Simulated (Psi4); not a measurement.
**PBE0-D4/def2-TZVP (density fitting) run of SF6 (sulfur hexafluoride)**

We compute a geometry optimisation of SF6 (sulfur hexafluoride). The job is set up through a Python script.

The calculation is run with Psi4 1.11.

### Step 1. Starting point

SF6 has 7 atoms, charge 0, and is taken as a singlet. SMILES: `FS(F)(F)(F)(F)F`. The coordinates come from a PBE0-D4/def2-TZVP relaxation. The run starts from this shape.

Bond lengths: F1–S2 1.565 Å, S2–F3 1.565 Å, S2–F4 1.565 Å, S2–F5 1.565 Å, S2–F6 1.565 Å, S2–F7 1.565 Å. Some angles: F1–S2–F3 90.0°, F1–S2–F4 90.0°, F1–S2–F5 180.0°, F1–S2–F6 90.0°, F1–S2–F7 90.0°, F3–S2–F4 180.0°, F3–S2–F5 90.0°, F3–S2–F6 90.0°, F3–S2–F7 90.0°, F4–S2–F5 90.0°.

### Step 2. A geometry optimisation at PBE0-D4/def2-TZVP (density fitting)

Input file job.py:

```python
import psi4

psi4.set_memory('1600 MB')
psi4.set_num_threads(1)
psi4.set_output_file('f6s.out', False)

mol = psi4.geometry("""
F     -0.566040    -1.308390     0.646140
S      0.000000     0.000000     0.000000
F      1.164640     0.012530     1.045590
F     -1.164600    -0.012550    -1.045640
F      0.565990     1.308430    -0.646120
F     -0.879260     0.858880     0.969040
F      0.879260    -0.858900    -0.969010
""")

options = {'geom_maxiter': 60}
psi4.set_options(options)

energy_value = psi4.optimize("pbe0-d4/def2-TZVP")
print(f'pbe0-d4/def2-TZVP energy: {energy_value:.10f} Eh')
print(mol.to_string(dtype='xyz', units='Angstrom'))
for k, v in sorted(psi4.core.scalar_variables().items()):
    print(f'{k:45s} {v:18.10f}')
```

The run is started by

```
$ python job.py
```

What values should one expect? Wanted: total energy at the end; dipole moment; HOMO energy; LUMO energy; HOMO–LUMO gap; dispersion energy.

**Answer.** As computed:

At PBE0-D4/def2-TZVP (density fitting):

```
               quantity          value
total energy at the end  -996.78732 Eh
          dipole moment         0.00 D
            HOMO energy      -12.37 eV
            LUMO energy       -1.04 eV
          HOMO–LUMO gap       11.32 eV
      dispersion energy  -12.24 kJ/mol
```

In words: At the final geometry: Bond lengths: F1–S2 1.565 Å, S2–F3 1.565 Å, S2–F4 1.565 Å, S2–F5 1.565 Å, S2–F6 1.565 Å, S2–F7 1.565 Å. Some angles: F1–S2–F3 90.0°, F1–S2–F4 90.0°, F1–S2–F5 180.0°, F1–S2–F6 90.0°, F1–S2–F7 90.0°, F3–S2–F4 180.0°, F3–S2–F5 90.0°, F3–S2–F6 90.0°, F3–S2–F7 90.0°, F4–S2–F5 90.0°. The optimisation took 2 steps and changed the energy by +0.000 eV.
